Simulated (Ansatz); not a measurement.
# Molecular dynamics of Na

Input file:

```yaml
crystal:
  lattice:
    - [8.73309, 0.0, 0.0]
    - [0.0, 8.73309, 0.0]
    - [0.0, 0.0, 8.73309]
  atoms:
    - { symbol: Na, position: [0.0, 0.0, 0.0] }
    - { symbol: Na, position: [0.5, 0.0, 0.0] }
    - { symbol: Na, position: [0.0, 0.5, 0.0] }
    - { symbol: Na, position: [0.0, 0.0, 0.5] }
    - { symbol: Na, position: [0.25, 0.25, 0.25] }
    - { symbol: Na, position: [0.5, 0.5, 0.0] }
    - { symbol: Na, position: [0.5, 0.0, 0.5] }
    - { symbol: Na, position: [0.75, 0.25, 0.25] }
    - { symbol: Na, position: [0.0, 0.5, 0.5] }
    - { symbol: Na, position: [0.25, 0.75, 0.25] }
    - { symbol: Na, position: [0.25, 0.25, 0.75] }
    - { symbol: Na, position: [0.5, 0.5, 0.5] }
    - { symbol: Na, position: [0.75, 0.75, 0.25] }
    - { symbol: Na, position: [0.75, 0.25, 0.75] }
    - { symbol: Na, position: [0.25, 0.75, 0.75] }
    - { symbol: Na, position: [0.75, 0.75, 0.75] }
basis:
  ecutwfc: 420.0
kpoints:
  mp_grid: { grid: [1, 1, 1] }
hamiltonian:
  xc: pbe
scf:
  occupations: { method: fermi_dirac, width: 0.1 }
  lower_state_search: "off"
md:
  timestep: 2
  n_steps: 210
  ensemble: nvt_langevin
  temperature: 900.0
  initial_velocities: maxwell_boltzmann
  seed: 207916
  friction: 0.02
```

Command:

```bash
$ ansatz run input.yaml --threads 1 --pin off --max-ram 3072MiB --backend cpu --events-out ev --progress --plain --runs-dir out
```

It starts from a structure without forces on its atoms.

Output, in part (step lines):

```
md step     0: t =     0.00 fs  T =   843.7 K  F+E_penalty+E_count = -23780.96682947 eV  E_kin = 1.745010 eV  (6 SCF iters)
md step     1: t =     2.00 fs  T =   948.7 K  F+E_penalty+E_count = -23780.96525845 eV  E_kin = 1.962160 eV  (6 SCF iters)
md step     2: t =     4.00 fs  T =   894.7 K  F+E_penalty+E_count = -23780.96056779 eV  E_kin = 1.850362 eV  (6 SCF iters)
md step     3: t =     6.00 fs  T =   898.6 K  F+E_penalty+E_count = -23780.95288209 eV  E_kin = 1.858547 eV  (6 SCF iters)
md step     4: t =     8.00 fs  T =   783.2 K  F+E_penalty+E_count = -23780.94246486 eV  E_kin = 1.619705 eV  (6 SCF iters)
md step     5: t =    10.00 fs  T =   825.4 K  F+E_penalty+E_count = -23780.92982984 eV  E_kin = 1.707080 eV  (5 SCF iters)
md step     6: t =    12.00 fs  T =   862.9 K  F+E_penalty+E_count = -23780.91492302 eV  E_kin = 1.784674 eV  (5 SCF iters)
md step     7: t =    14.00 fs  T =   729.0 K  F+E_penalty+E_count = -23780.89799514 eV  E_kin = 1.507715 eV  (5 SCF iters)
[... lines left out ...]
md step   209: t =   418.00 fs  T =   832.2 K  F+E_penalty+E_count = -23779.43353109 eV  E_kin = 1.721096 eV  (5 SCF iters)
md step   210: t =   420.00 fs  T =   720.5 K  F+E_penalty+E_count = -23779.40973037 eV  E_kin = 1.490018 eV  (6 SCF iters)
```

The steps, from the saved trajectory:

| time (fs) | T (K) | potential energy less start (eV) |
| --- | --- | --- |
| 0.0 | 844 | 0.000 |
| 14.0 | 729 | 0.069 |
| 28.0 | 917 | 0.261 |
| 42.0 | 739 | 0.546 |
| 56.0 | 584 | 0.827 |
| 70.0 | 771 | 1.083 |
| 84.0 | 731 | 1.244 |
| 98.0 | 881 | 1.177 |
| 112.0 | 994 | 1.075 |
| 126.0 | 1019 | 0.999 |
| 140.0 | 1019 | 1.039 |
| 154.0 | 936 | 1.178 |
| 168.0 | 710 | 1.257 |
| 182.0 | 821 | 1.230 |
| 196.0 | 748 | 1.299 |
| 210.0 | 575 | 1.374 |
| 224.0 | 731 | 1.392 |
| 238.0 | 921 | 1.340 |
| 252.0 | 848 | 1.375 |
| 266.0 | 805 | 1.389 |
| 280.0 | 962 | 1.405 |
| 294.0 | 848 | 1.441 |
| 308.0 | 856 | 1.436 |
| 322.0 | 690 | 1.417 |
| 336.0 | 633 | 1.370 |
| 350.0 | 754 | 1.241 |
| 364.0 | 724 | 1.169 |
| 378.0 | 861 | 1.154 |
| 392.0 | 664 | 1.271 |
| 406.0 | 842 | 1.371 |
| 420.0 | 720 | 1.557 |

The run went to its last step. The mean temperature of the second half is 12 % below the set value. A run of 0.42 ps of so small a system gives no equilibrium averages. Limits of this set-up: coarse k mesh.

Mean squared displacements from the first frame to the last, about the centre of mass: Na 0.52 Å².

Last frame:

```xyz
16
Lattice="8.7331 0.0000 0.0000 0.0000 8.7331 0.0000 0.0000 0.0000 8.7331" Properties=species:S:1:pos:R:3
Na 1.370 0.278 0.418
Na 5.416 -0.350 -0.167
Na 0.183 3.758 -0.115
Na 0.530 0.429 5.062
Na 3.804 1.526 2.291
Na 4.985 3.776 -0.466
Na 4.952 -0.957 5.200
Na 7.172 1.854 2.260
Na 0.852 4.265 4.302
Na 2.101 5.345 2.146
Na 2.603 1.799 7.026
Na 4.610 3.925 4.769
Na 6.791 6.697 2.448
Na 7.276 2.251 6.456
Na 2.317 5.839 7.054
Na 7.415 5.967 6.104
```

Run time: 10 min on 1 thread of Arm Neoverse V2, with other jobs on the host, peak memory 0.52 GiB.
